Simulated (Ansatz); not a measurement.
# YPb2IO4: relaxing the atoms in a fixed cell

The start is YPb2IO4, a known structure type filled with other elements, at an estimated volume. Where does it settle when we relax the atoms in a fixed cell, and what is it like there?

All numbers below are computed with Ansatz 0.2.0 (DFT, r2SCAN, no spin polarisation, plane waves, PAW).

## 1. The system as given

Symmetry: P4/mmm, No. 123, tetragonal system. Conventional cell: a = 3.878 Å, b = 3.878 Å, c = 9.413 Å, α = 90.00°, β = 90.00°, γ = 90.00°. Pb (site symmetry 4mm) is surrounded by 4 O at 2.22 Å. Around Y (site symmetry 4/mmm) lie 8 O at 2.39 Å. I (site symmetry 4/mmm) is surrounded by 8 Pb at 3.54 Å. O (site symmetry 2mm) is surrounded by 2 Pb at 2.22 Å and 2 Y at 2.39 Å.

Structure file:

```cif
data_structure
_symmetry_space_group_name_H-M 'P 1'
_symmetry_Int_Tables_number 1
_cell_length_a 3.8781
_cell_length_b 3.8781
_cell_length_c 9.4131
_cell_angle_alpha 90.000
_cell_angle_beta 90.000
_cell_angle_gamma 90.000
_cell_volume 141.57
loop_
_atom_site_label
_atom_site_type_symbol
_atom_site_fract_x
_atom_site_fract_y
_atom_site_fract_z
_atom_site_occupancy
Pb1 Pb 0.50000 0.50000 0.73740 1
Pb2 Pb 0.50000 0.50000 0.26260 1
Y1 Y 0.00000 0.00000 0.00000 1
I1 I 0.00000 0.00000 0.50000 1
O1 O 0.50000 0.00000 0.85200 1
O2 O 0.00000 0.50000 0.85200 1
O3 O 0.50000 0.00000 0.14800 1
O4 O 0.00000 0.50000 0.14800 1
```

It starts from an earlier solution of the starting cell (checkpoint.read).

## 2. Relaxing

File input.yaml:

```yaml
crystal:
  lattice:
    - [3.878055, 0.0, 0.0]
    - [0.0, 3.878055, 0.0]
    - [0.0, 0.0, 9.413069]
  atoms:
    - { symbol: Pb, position: [0.5, 0.5, 0.7374] }
    - { symbol: Pb, position: [0.5, 0.5, 0.2626] }
    - { symbol: "Y", position: [0.0, 0.0, 0.0] }
    - { symbol: I, position: [0.0, 0.0, 0.5] }
    - { symbol: O, position: [0.5, 0.0, 0.852] }
    - { symbol: O, position: [0.0, 0.5, 0.852] }
    - { symbol: O, position: [0.5, 0.0, 0.148] }
    - { symbol: O, position: [0.0, 0.5, 0.148] }
  symmetry: { tolerance: 0.0003 }
kpoints:
  mp_grid: { grid: [8, 8, 4], shift: [0, 0, 0] }
magnetization:
  spin_polarized: false
scf:
  occupations: { method: fermi_dirac, width: 0.1262 }
  lower_state_search: "off"
hamiltonian:
  pseudopotentials: { kind: paw }
  xc: r2scan
basis:
  ecutwfc: 500
  fft_grid_basis: typed
relax:
  max_steps: 40
  f_tol: 0.03
output:
  forces: true
  stress: true
  eigenvalues: true
  bader: true
  populations: true
  elf: true
  write_potential: true
  volumetric_format: npy
  dos:
    e_range: [-12, 8]
    de: 0.05
    projected: { site_lists: { I: [I], O: [O], Pb: [Pb], "Y": ["Y"] } }
checkpoint:
  read: saved_state
```

The run is started by

```bash
> ansatz run input.yaml --threads 2 --pin off --max-ram 3584MiB --backend cpu --events-out ev --progress --plain --runs-dir out
```

Output, cut to the lines that bear on the results:

```text
Warning: output.stress: scf.convergence.dr2_threshold = 1e-7 eV (the SCF's general default) is looser than the 8e-10 eV advised for a printed stress (1e-10 eV for each atom of the cell: 8). What an SCF threshold leaves in a stress goes as its square root, and in the free energy as the [...]
Warning: RAYON_NUM_THREADS=2 ignored (pool sized by the plan → 2); use --threads N
band count auto-derived: 49 (N_el = 80.0; filled up to band 40; 48 by the electrons, moments and atoms)
[...]
Pseudopotentials: kind: paw
Pseudopotential: Pb, paw, valence charge 14, recommended cutoff 500 eV (meta_gga), Pb.paw.azcp
Pseudopotential: Y, paw, valence charge 11, recommended cutoff 500 eV (meta_gga), Y.paw.azcp
Pseudopotential: I, paw, valence charge 17, recommended cutoff 500 eV (meta_gga), I.paw.azcp
Pseudopotential: O, paw, valence charge 6, recommended cutoff 500 eV (meta_gga), O.paw.azcp
Functional definition: r2SCAN
[...]
Crystal: 8 atoms, lattice volume = 141.566 Å³
Basis set: ecut = 500 eV, 3543 PW (Γ), exchange–correlation on 120×120×288 points (64 copies of the dense FFT grid, shifted against one another)
Bands: 49, of which v1, the nominal top of the filled ones, is band 40 counted from 1 (39 counted from 0)
Symmetry: 16 space group operations
Space group: P4/mmm (ITA 123), of the structure as read, at distance tolerance 1.6e-3 Å
k-points: 45 of 256
[...]
SCF iter   1: F=-37507.691646 eV  HF=-37507.689257 eV  |F-HF|=2.39e-3  |Δ(HF+E_count)|=         —  Δρ=9.02e-4  dr2=1.67e-3  dr2_τ=1.12e-3  ethr=1.58e-6  ⟨swp⟩=2.9  Hψ=15516  notcnv=0
[...]
relax step   1: F+E_penalty+E_count = -37507.69287935 eV  Δ(F+E_penalty+E_count) = +0.000e0 eV  max|allowed force component| = 4.968e-1 eV/Å  Δτ_max = 0.0000 Å  (6 SCF iters, accepted)
[...]
relax step   2: F+E_penalty+E_count = -37507.69122799 eV  Δ(F+E_penalty+E_count) = +1.651e-3 eV  max|allowed force component| = 3.948e-1 eV/Å  Δτ_max = 0.1043 Å  (6 SCF iters, dr2 threshold 1.54e-5 eV, rejected (line search))
[...]
relax step   3: F+E_penalty+E_count = -37507.70337727 eV  Δ(F+E_penalty+E_count) = -1.050e-2 eV  max|allowed force component| = 7.582e-1 eV/Å  Δτ_max = 0.0521 Å  (7 SCF iters, accepted)
```

## 3. The log goes on: semilocal partner

Output, continued, cut to the lines that bear on the results:

```text
SCF iter   1: F=-37507.715713 eV  HF=-37507.599227 eV  |F-HF|=1.16e-1  |Δ(HF+E_count)|=         —  Δρ=4.55e-3  dr2=2.80e-2  dr2_τ=1.53e-1  ethr=1.89e-4  ⟨swp⟩=4.0  Hψ=6419  notcnv=0  defer=100
[...]
relax step   4: F+E_penalty+E_count = -37507.74024705 eV  Δ(F+E_penalty+E_count) = -3.687e-2 eV  max|allowed force component| = 5.035e-2 eV/Å  Δτ_max = 0.0529 Å  (5 SCF iters, dr2 threshold 3.59e-5 eV, accepted)
[...]
relax step   5: F+E_penalty+E_count = -37507.74048462 eV  Δ(F+E_penalty+E_count) = -2.376e-4 eV  max|allowed force component| = 8.671e-3 eV/Å  Δτ_max = 0.0051 Å  (5 SCF iters, accepted)
[...]
SCF iter   2: F=-37507.740485 eV  HF=-37507.740485 eV  |F-HF|=2.84e-8  |Δ(HF+E_count)|=   1.16e-8  Δρ=4.88e-6  dr2=3.44e-8  dr2_τ=4.00e-9  ethr=5.71e-11  ⟨swp⟩=9.8  Hψ=14879  notcnv=0
[...]
SCF converged after 2 iterations
Free energy (F): -37507.740485 eV
[...]
    - { symbol: O, position: [0.5, 6.98375599184269e-36, 0.8575888218821223] }
    - { symbol: O, position: [5.043823771886388e-35, 0.5, 0.8575888218821223] }
    - { symbol: O, position: [0.5, 6.98375599184269e-36, 0.14241117811787796] }
    - { symbol: O, position: [4.4230454615003707e-35, 0.5, 0.14241117811787796] }
--- Löwdin populations: 8 sites ---
  site symbol       q [e]
     0     Pb     12.9570
     1     Pb     12.9570
     2      Y      9.7618
     3      I     17.0883
     4      O      6.7331
     5      O      6.7331
     6      O      6.7331
     7      O      6.7331
  spilling = 0.003794 (of n_electrons = 80.000000)
--- Bader charges: 8 sites ---
  site symbol  charge [e]  shift [e]
     0     Pb      1.5237     0.0006
     1     Pb      1.5237     0.0006
     2      Y      2.2766     0.0002
     3      I     -0.4381     0.0000
     4      O     -1.2215     0.0002
     5      O     -1.2215     0.0002
     6      O     -1.2215     0.0002
     7      O     -1.2215     0.0002
  estimated error of the sums over rays = 2.7e-4 e
```

Run time: 3 min. Hardware: 2 threads of AMD EPYC 7R43 (Zen 3), shared host; peak memory 1.1 GiB.

The steps of the relaxation:

| step | energy from step 1 (eV/cell) | largest force component (eV/Å) |
| --- | --- | --- |
| 1 | 0.0000 | 0.4968 |
| 2x | 0.0017 | 0.3948 |
| 3 | -0.0105 | 0.7582 |
| 4 | -0.0474 | 0.0503 |
| 5 | -0.0476 | 0.0087 |

Step 1 is the start. 1 step was tried and not accepted (marked x).

The largest move, 0.05 Å, is shared by several atoms, O5 among them.

## 4. Density of states

Counts of states in windows (eV from the Fermi level; tetrahedra), total and projected:

| from | to | total | I p | O p | Pb s | Pb p |
| --- | --- | --- | --- | --- | --- | --- |
| -4.5 | -4.0 | 1.98 | 0.29 | 1.08 | 0.02 | 0.39 |
| -4.0 | -3.5 | 3.24 | 0.44 | 1.98 | 0.02 | 0.49 |
| -3.5 | -3.0 | 2.81 | 0.23 | 1.99 | 0.02 | 0.32 |
| -3.0 | -2.5 | 3.06 | 0.48 | 2.07 | 0.01 | 0.21 |
| -2.5 | -2.0 | 3.11 | 0.49 | 2.17 | 0.03 | 0.16 |
| -2.0 | -1.5 | 3.74 | 0.99 | 2.36 | 0.03 | 0.13 |
| -1.5 | -1.0 | 5.11 | 0.98 | 3.68 | 0.09 | 0.12 |
| -1.0 | -0.5 | 3.49 | 0.82 | 2.32 | 0.13 | 0.11 |
| -0.5 | 0.0 | 1.56 | 0.31 | 0.66 | 0.34 | 0.16 |
| 0.0 | 0.5 | 0.77 | 0.14 | 0.32 | 0.18 | 0.09 |
| 0.5 | 1.0 | 1.11 | 0.21 | 0.51 | 0.28 | 0.08 |
| 1.0 | 1.5 | 0.01 | 0.00 | 0.00 | 0.00 | 0.00 |
| 1.5 | 2.0 | 0.00 | 0.00 | 0.00 | 0.00 | 0.00 |
| 2.0 | 2.5 | 0.00 | 0.00 | 0.00 | 0.00 | 0.00 |
| 2.5 | 3.0 | 0.00 | 0.00 | 0.00 | 0.00 | 0.00 |
| 3.0 | 3.5 | 0.00 | 0.00 | 0.00 | 0.00 | 0.00 |

## 5. Atomic charges

By element, from the tables in the log (a charge is positive for electrons lost): Löwdin charges also hold the electrons that the projection spills.

| element | atoms | Bader charge (e) | Bader volume (Å³) | Löwdin charge (e) |
| --- | --- | --- | --- | --- |
| Pb | 2 | +1.52 | 19.9 | +1.04 |
| Y | 1 | +2.28 | 11.9 | +1.24 |
| I | 1 | -0.44 | 37.4 | -0.09 |
| O | 4 | -1.22 | 13.1 | -0.73 |

Löwdin charges rest on a small set of atomic orbitals that misses 0.4 % of the electrons, so they need not add up to the cell's charge and can differ from Bader's even in sign.

## 6. Real-space fields

Maps in the plane spanned by a and b at height 0.142 along c (axes of the input's cell), one cell: a runs left to right (12 points from zero), b bottom to top (12 points), 90° apart. Near the nuclei they are pseudo-fields.

Valence density. Ten steps from '0' (0.08 e/Å³) to '9' (7.60 e/Å³), finer at the low end (step k begins (100^(k/10) - 1)/99 of the way up):
```
000358985300
100135653100
331123332113
653212221235
985322222358
996322322369
985322222358
653212221235
331123332113
100135653100
000358985300
001369996310
```

ELF. Ten even steps from '0' (0.03) to '9' (0.86):
```
000699799600
000179997100
761014441016
997101110179
799411211499
279412221497
799411211499
997101110179
761014441016
000179997100
000699799600
000797279700
```

Atoms within 0.2 Å of the plane, in fractions of a and b: O at (0.50, 0.00), O at (0.00, 0.50).

Along short contacts, where the density is least:

| contact | length (Å) | minimum at (fraction) | density (e/Å³) | ELF |
| --- | --- | --- | --- | --- |
| Pb1–O5 | 2.230 | 0.53 | 0.525 | 0.21 |
| I4–Pb1 | 3.557 | 0.53 | 0.106 | 0.14 |
| I4–I4 | 3.878 | 0.50 | 0.067 | 0.06 |

## 7. Outcome

```
                                                 quantity                                  value
                                                    moves                                      3
                                            energy gained                           6.0 meV/atom
                                             largest move                             0.05 Å (O)
                     space group (0.01 Å), before / after                        P4/mmm / P4/mmm
                          pressure left in the fixed cell                                3.4 GPa
                                                character                                  metal
density of states, mean within 0.25 eV of the Fermi level                    2.7 per eV per cell
                                            Bader charges  Pb +1.52, Y +2.28, I -0.44, O -1.22 e
```

In words: In the fixed cell the largest move of an atom is 0.05 Å; the energy fell by 6.0 meV per atom. The fixed cell still holds a mean pressure of 3.4 GPa, so it would expand if let free. With 16 symmetry operations imposed, the end may be a saddle point towards distortions that break them. The cell is metallic; within 0.25 eV of the Fermi level the density of states averages 2.7 per eV per cell, mostly O p (41 %), Pb s (24 %) and I p (19 %). Y loses most charge (+2.28 e on average) and O gains most (-1.22 e).

Limits of this run: the SCF threshold is loose for a stress.
